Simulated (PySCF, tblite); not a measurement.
# C₃H₉ClO₂Si₂: geometry, infrared bands and NMR shifts

Wanted: the infrared bands and NMR shifts of C₃H₉ClO₂Si₂ (`O=C(CO[SiH3])[SiH2]CCl`), by calculation.

Programs: tblite 0.8.0 and PySCF 2.14.0, with density-fitted response routines of our own. Each step states its level of theory. These are calculated values for one molecule in the gas phase, unless marked as measured. Atoms are numbered from 0 throughout.

### 1 The molecule as given

17 atoms, charge 0, multiplicity 1; geometry from: force field or distance geometry start.

Bonds of the start (Å): O0–C1 1.24, C1–C2 1.49, C2–O3 1.42, O3–Si4 1.66, C1–Si5 1.88, Si5–C6 1.85, C6–Cl7 1.79, C2–H8 1.10, C2–H9 1.10, Si4–H10 1.49, Si4–H11 1.48, Si4–H12 1.49, Si5–H13 1.49, Si5–H14 1.50, C6–H15 1.08, C6–H16 1.10.

### 2 Optimising the geometry with GFN2-xTB

Job settings and geometry (Å):

```
{"job": {"kind": "relax", "xc": "GFN2-xTB", "basis": "xTB"}, "charge": 0, "multiplicity": 1}
O      0.991800    -2.008800    -0.125000
C      0.422400    -0.909100    -0.081900
C     -1.011500    -0.679700    -0.437100
O     -1.687800     0.067200     0.560400
Si    -3.319000     0.337500     0.399100
Si     1.501800     0.562900     0.385000
C      3.263300     0.036300     0.596300
Cl     4.281400     1.456800     0.968100
H     -1.041300    -0.148600    -1.400000
H     -1.493200    -1.662600    -0.561700
H     -3.534400     1.070500    -0.880300
H     -4.027700    -0.964900     0.329900
H     -3.814600     1.143400     1.545100
H      1.020900     1.212900     1.634800
H      1.403600     1.598200    -0.690300
H      3.658200    -0.428600    -0.294700
H      3.379200    -0.671300     1.428900
```

Command:

```
OMP_NUM_THREADS=1 python probes_run.py task.json out
```

The driver reads the jobs from task.json and runs them one after another.

**Question.** This job is followed by: GFN2-xTB harmonic vibrations, gas phase; GIAO PBE0/pcSseg-1 NMR shielding, non-relativistic, gas phase. Predict these results of the whole session: strongest single infrared mode (GFN2-xTB); zero-point energy (GFN2-xTB); ¹³C shifts against TMS (PBE0/pcSseg-1); ¹H shifts against TMS (PBE0/pcSseg-1, means over atoms taken as alike); ¹⁷O shifts against H2O (PBE0/pcSseg-1); ²⁹Si shifts against TMS (PBE0/pcSseg-1); ³⁵Cl shifts against HCl (PBE0/pcSseg-1).

The runs gave:

| quantity | value |
| --- | --- |
| strongest single infrared mode (GFN2-xTB) | 2225 cm⁻¹, 324 km/mol |
| zero-point energy (GFN2-xTB) | 67.9 kcal/mol |
| ¹³C shifts against TMS (PBE0/pcSseg-1) | 254.7, 78.8, 29.4 ppm |
| ¹H shifts against TMS (PBE0/pcSseg-1, means over atoms taken as alike) | 5.05, 4.69, 4.03, 3.08 ppm |
| ¹⁷O shifts against H2O (PBE0/pcSseg-1) | 835.3, 7.5 ppm |
| ²⁹Si shifts against TMS (PBE0/pcSseg-1) | -32.5, -62.5 ppm |
| ³⁵Cl shifts against HCl (PBE0/pcSseg-1) | -6 ppm |

Relaxing lowered the energy by 0.473 eV in 122 steps; the close pair that moved most is Si5–C6, from 1.851 to 1.911 Å. All 45 modes are real, so the xTB geometry is a minimum. The strongest single mode, at 2225 cm⁻¹, moves mainly H10 and H11. GFN2-xTB is a fitted tight-binding method: band positions and strengths are rough. Its intensities can rank the bands wrongly. At PBE0/pcSseg-1: The largest span, 1764 ppm, is at O0, where the paramagnetic term is -897 ppm.
